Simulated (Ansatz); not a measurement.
# F3H3OSi: a barrier at many levels of theory

Aim: the barrier and energy of one elementary step (Si1–O7 formed, F2–H6 formed, Si1–F2 broken, H6–O7 broken) from LDA up to coupled cluster, on fixed structures, to see where each rung fails.

Method: single points in def2-TZVPP on PBE0-D4/def2-TZVP structures; program: Ansatz 0.2.0, Gaussian basis.

Levels: SPW92, PBE-D4, BLYP-D4, r2SCAN-D4, B97M-V, PBE0-D4, B3LYP-D4, r2SCAN0-D4, BHLYP-D4, CAM-B3LYP-D4, wB97X-V, wB97M-V, B2PLYP, PBE-QIDH, RPA on PBE, Hartree-Fock, MP2, CCSD, CCSD(T). The reference is CCSD(T) at the basis limit, from triple and quadruple zeta. Zero-point energies come from PBE0-D4 vibrations.

Cores are frozen in the correlated methods. B3LYP uses VWN-RPA correlation. B2PLYP carries no dispersion term here.

23 further runs of the same task are left out: 23 set aside as unsound or not needed.

## 1. The three structures

Charge 0, multiplicity 1. The folders r, ts and p hold the start, the saddle and the end; their coordinates stand in the first inputs.

```csv
pair,r (Å),ts (Å),p (Å)
Si1–O7,2.976,1.769,1.631
F2–H6,3.510,1.218,0.934
Si1–F2,1.570,1.918,3.804
H6–O7,0.960,1.141,1.736
```

## 2. wB97M-V/def2-TZVPP

r/in.yaml

```yaml
crystal:
  periodic: [false, false, false]
  atoms:
    - {symbol: Si, position_ang: [-1.181375, -0.056426, 0.003106]}
    - {symbol: F, position_ang: [-0.848646, -1.418655, 0.708156]}
    - {symbol: F, position_ang: [-0.580863, -0.019878, -1.454670]}
    - {symbol: F, position_ang: [-0.630845, 1.159696, 0.842792]}
    - {symbol: H, position_ang: [-2.635839, 0.078852, -0.097382]}
    - {symbol: H, position_ang: [2.061453, -0.111627, -0.756853]}
    - {symbol: O, position_ang: [1.785533, -0.224050, 0.156009]}
    - {symbol: H, position_ang: [2.030482, 0.591987, 0.598843]}
basis:
  gaussian: {orbitals: def2-TZVPP}
hamiltonian: {xc: {name: wB97M-V}}
```

ts/in.yaml

```yaml
crystal:
  periodic: [false, false, false]
  atoms:
    - {symbol: Si, position_ang: [-0.604822, 0.198425, -0.042183]}
    - {symbol: F, position_ang: [-0.037027, -1.609700, -0.335684]}
    - {symbol: F, position_ang: [-0.746555, 0.356912, -1.612886]}
    - {symbol: F, position_ang: [-0.657468, 1.754670, 0.372957]}
    - {symbol: H, position_ang: [-1.703042, -0.342575, 0.754428]}
    - {symbol: H, position_ang: [0.957523, -1.032132, 0.063862]}
    - {symbol: O, position_ang: [1.063042, 0.010212, 0.516648]}
    - {symbol: H, position_ang: [1.728247, 0.664086, 0.282859]}
basis:
  gaussian: {orbitals: def2-TZVPP}
hamiltonian: {xc: {name: wB97M-V}}
```

p/in.yaml

```yaml
crystal:
  periodic: [false, false, false]
  atoms:
    - {symbol: Si, position_ang: [-0.709750, 0.759352, -0.075570]}
    - {symbol: F, position_ang: [0.939532, -2.631143, 0.431870]}
    - {symbol: F, position_ang: [-0.955295, 1.437143, -1.480022]}
    - {symbol: F, position_ang: [-0.685126, 1.930096, 0.983081]}
    - {symbol: H, position_ang: [-1.752808, -0.214492, 0.234124]}
    - {symbol: H, position_ang: [0.903677, -1.715970, 0.248840]}
    - {symbol: O, position_ang: [0.723421, -0.020221, -0.077240]}
    - {symbol: H, position_ang: [1.536248, 0.455135, -0.265081]}
basis:
  gaussian: {orbitals: def2-TZVPP}
hamiltonian: {xc: {name: wB97M-V}}
```

The command line of these runs was not kept.

Further steps of the session: CCSD(T)/def2-TZVPP; MP2/def2-QZVPP; Vibrations of the start structure; Vibrations of the end structure.

Q: Predict the outcome of this session. Wanted: barrier, CCSD(T)/CBS; reverse barrier, CCSD(T)/CBS; step energy, CCSD(T)/CBS; barrier with zero-point energy; step energy with zero-point energy; imaginary mode at the saddle; largest T1 diagnostic.

As calculated:

```
                          quantity         value
              barrier, CCSD(T)/CBS  118.4 kJ/mol
      reverse barrier, CCSD(T)/CBS   96.3 kJ/mol
          step energy, CCSD(T)/CBS  +22.1 kJ/mol
    barrier with zero-point energy  115.1 kJ/mol
step energy with zero-point energy  +22.2 kJ/mol
      imaginary mode at the saddle     764i cm⁻¹
             largest T1 diagnostic         0.012
```

In words: The functionals run from B2PLYP, off by -1.5 kJ/mol, to SPW92, off by -69.9 kJ/mol, against CCSD(T)/CBS. By rung, the mean size of the error is: LDA 69.9, GGA 16.6, meta-GGA 9.9, hybrid 9.6, range-separated hybrid 9.6, double hybrid 5.3 kJ/mol. PBE-D4 gives a barrier 26.2 kJ/mol too low, outside chemical accuracy (1 kcal/mol, 4.2 kJ/mol). The barrier rises with the share of exact exchange, from BLYP-D4 through B3LYP-D4 to BHLYP-D4 (-7.0, -2.5, +8.8 kJ/mol). Hartree-Fock, with no correlation, is off by +51.0 kJ/mol. Zero-point motion lowers the barrier by 3.4 kJ/mol.
